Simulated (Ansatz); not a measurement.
# ClHf: the cost of one run

Computed with Ansatz 0.2.0, Gaussian basis. Level: def2-QZVPP, core rule «outside noble gas», up to 9 orbitals frozen.

To be run: UHF; ROHF; CCSD(T) on UHF.

2 further runs of the same task are left out: 2 set aside as unsound or not needed.

## (1) The system

The geometry is a PBE0/def2-TZVP stationary point (not a proven minimum). No spin-orbit coupling is included. Elements past krypton take def2 core potentials.

2 atoms, charge 0, spin multiplicity 2.

Atoms are counted from 1 here; the program's logs count them from 0.

Bond lengths: Hf1–Cl2 2.304 Å.

## (2) UHF

Input file in.yaml:

```yaml
crystal:
  periodic: [false, false, false]
  atoms:
    - {symbol: Hf, position_ang: [0.000000, 0.000000, 0.000000]}
    - {symbol: Cl, position_ang: [0.000000, 0.000000, 2.304299]}
basis:
  gaussian: {orbitals: "def2-QZVPP.json"}
magnetization: {spin_polarized: true, initial_magnetization: 1}
hamiltonian: {xc: hf}
output: {orbitals: {seedname: orbitals}}
```

Launch:

```bash
$ ansatz run in.yaml --threads 1 --pin off --events-out ev --progress --plain --max-ram 4096MiB --backend cpu
```

What time and memory should one allow on 1 thread of AMD EPYC 7R13, shared host?

About 41 s, with a peak of 0.39 GiB.
